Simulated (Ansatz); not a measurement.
# CO on Pd (Palladium) (111)

This session takes Pd (Palladium) and sets out to cut and relax a (111) slab, then compare the adsorption sites of CO.

Program: Ansatz 0.2.0. Level of theory: DFT LDA, scalar-relativistic, plane waves, PAW. These are calculated values, not measurements.

1 further run of the same task is left out (set aside as unsound or not needed).

### 1 The system as given

It takes space group Fm-3m (No. 225, cubic). Conventional cell: a = 3.839 Å, b = 3.839 Å, c = 3.839 Å, α = 90.00°, β = 90.00°, γ = 90.00°. Around Pd (site symmetry m-3m) lie 12 Pd at 2.71 Å.

Coordinates:

```cif
data_structure
_symmetry_space_group_name_H-M 'Fm-3m'
_symmetry_Int_Tables_number 225
_cell_length_a 3.8389
_cell_length_b 3.8389
_cell_length_c 3.8389
_cell_angle_alpha 90.000
_cell_angle_beta 90.000
_cell_angle_gamma 90.000
_cell_volume 56.58
loop_
_atom_site_label
_atom_site_type_symbol
_atom_site_symmetry_multiplicity
_atom_site_Wyckoff_symbol
_atom_site_fract_x
_atom_site_fract_y
_atom_site_fract_z
_atom_site_occupancy
Pd1 Pd 4 a 0.00000 0.00000 0.00000 1
```

It is the result of an earlier relaxation at this level (volume 14.14 Å³/atom; gap on the mesh: none (metal)).

### 2 Cutting the slab

Miller indices refer to the conventional cell of the relaxed bulk, Fm-3m (No. 225): a = 3.839 Å, b = 3.839 Å, c = 3.839 Å, α = 90.00°, β = 90.00°, γ = 90.00°.

A (111) slab, 6.6 Å thick as cut, with 17 Å of vacuum, in a 2×1 surface cell; its outer planes are Pd (top) and Pd (bottom).

The slab as cut. Its planes from the bottom up:

| plane | atoms per cell | height over the lowest (Å) |
| --- | --- | --- |
| 1 | Pd2 | 0.00 |
| 2 | Pd2 | 2.22 |
| 3 | Pd2 | 4.43 |
| 4 | Pd2 | 6.65 |

### 3 Relaxing the clean slab

input.yaml reads:

```yaml
crystal:
  lattice:
    - [5.4290948871, 0.0, 0.0]
    - [-1.3572737218, 2.3508670459, 0.0]
    - [0.0, 0.0, 23.6492561193]
  atoms:
    - { symbol: Pd, position: [0.3333333333, 0.3333333333, 0.3594193389] }
    - { symbol: Pd, position: [0.8333333333, 0.3333333333, 0.3594193389] }
    - { symbol: Pd, position: [0.6666666667, 0.6666666667, 0.4531397796] }
    - { symbol: Pd, position: [0.1666666667, 0.6666666667, 0.4531397796] }
    - { symbol: Pd, position: [0.0, 0.0, 0.5468602204] }
    - { symbol: Pd, position: [0.5, 0.0, 0.5468602204] }
    - { symbol: Pd, position: [0.3333333333, 0.3333333333, 0.6405806611] }
    - { symbol: Pd, position: [0.8333333333, 0.3333333333, 0.6405806611] }
basis:
  ecutwfc: 420
kpoints:
  mp_grid: { grid: [6, 12, 1] }
hamiltonian:
  xc: lda
scf:
  occupations: { method: gaussian, width: 0.1 }
output:
  forces: true
  eigenvalues: true
  write_density: true
  write_potential: true
  elf: true
  volumetric_format: npy
relax:
  adjacent_minimum: "off"
  f_tol: 0.03
  max_steps: 70
  constraints: [{ sites: [0, 1, 2, 3] }]
efield:
  axis: 3
  dipole_correction: true
```

Launch:

```bash
> ansatz run input.yaml --threads 2 --pin off --max-ram 5120MiB --backend cpu --events-out ev --progress --plain --runs-dir out
```

The session goes on with these runs: CO put at a top (Pd) site; CO put at a hollow (nearest Pd) site; CO put at a bridge (Pd-Pd) site.

Q: Predict the outcome of this session. Wanted: clean slab: work function; CO: lowest end.

The runs gave:

| quantity | value |
| --- | --- |
| clean slab: work function | 5.68 eV |
| CO: lowest end | from the top (Pd) start, 3 bonded, 1.29 Å high |

What this shows: On the way to the lowest end the anchoring atom slid 1.5 Å from where it was put. It raises the work function by 1.23 eV, as a dipole layer with its negative end outwards does. A start on a symmetric site keeps its symmetry, so an end may be a saddle point and not a minimum.
